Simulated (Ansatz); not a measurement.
# CH4ClFGe: small, medium and large basis sets

An exercise on one series of results from a longer session: the logs are not shown, and one member is left open.

The runs use Ansatz 0.2.0, Gaussian basis; one geometry, several basis sets.

The runs, in order: PBE0-D4/def2-SVP; ωB97M-V/def2-SVP; PBE0-D4/def2-QZVPP; ωB97M-V/def2-QZVPP; the functionals' def2-TZVPP values are taken from earlier runs.

### Structure used throughout

All runs share one geometry, relaxed beforehand with PBE0-D4 in a triple-zeta def2 set.

SMILES `[CH3][GeH]([F])[Cl]`, 8 atoms, charge 0, spin multiplicity 1.

Atoms are counted from 1 here; the program's logs count them from 0.

Bond lengths: C1–Ge2 1.926 Å, C1–H5 1.090 Å, C1–H6 1.091 Å, C1–H7 1.090 Å, Ge2–F3 1.735 Å, Ge2–Cl4 2.143 Å, Ge2–H8 1.532 Å. Angles: Ge2–C1–H5 110.0°, Ge2–C1–H6 109.7°, Ge2–C1–H7 109.0°, H5–C1–H6 109.5°, H5–C1–H7 109.3°, H6–C1–H7 109.4°, C1–Ge2–F3 107.6°, C1–Ge2–Cl4 109.9°, C1–Ge2–H8 118.5°, F3–Ge2–Cl4 105.6°, F3–Ge2–H8 106.3°, Cl4–Ge2–H8 108.1°.

Set-up of the first run:

Contents of in.yaml:

```yaml
crystal:
  periodic: [false, false, false]
  atoms:
    - {symbol: C, position_ang: [-0.227463, 1.039825, -0.099997]}
    - {symbol: Ge, position_ang: [0.142624, -0.824868, 0.211271]}
    - {symbol: F, position_ang: [1.838535, -0.974288, 0.547000]}
    - {symbol: Cl, position_ang: [-0.191137, -1.943771, -1.585756]}
    - {symbol: H, position_ang: [-1.277625, 1.172440, -0.361722]}
    - {symbol: H, position_ang: [-0.001662, 1.614897, 0.798885]}
    - {symbol: H, position_ang: [0.395263, 1.392955, -0.921837]}
    - {symbol: H, position_ang: [-0.586337, -1.534390, 1.356354]}
basis:
  gaussian: {orbitals: def2-SVP}
hamiltonian: {xc: pbe0, dispersion: d4}
output: {orbitals: {seedname: orbitals}}
```

Steps of the session up to this table: PBE0-D4 in def2-SVP; ωB97M-V in def2-SVP; PBE0-D4 in def2-QZVPP; ωB97M-V in def2-QZVPP.

One of the session's tables, all rows but one given; the rest of the session is left out.

```
functional       basis  HOMO (eV)  LUMO (eV)
   PBE0-D4    def2-SVP      -8.76       0.58
   PBE0-D4  def2-TZVPP      -8.90       0.19
   PBE0-D4  def2-QZVPP      -8.92       0.02
   ωB97M-V    def2-SVP          ?          ?
   ωB97M-V  def2-TZVPP     -11.13       2.15
   ωB97M-V  def2-QZVPP     -11.16       1.58
```

Q: Estimate the row for ωB97M-V, def2-SVP from the others.

**Answer.** HOMO (eV): -10.95; LUMO (eV): 2.66. In the column «HOMO (eV)» it lies between ωB97M-V, def2-TZVPP (-11.13) and PBE0-D4, def2-QZVPP (-8.92).
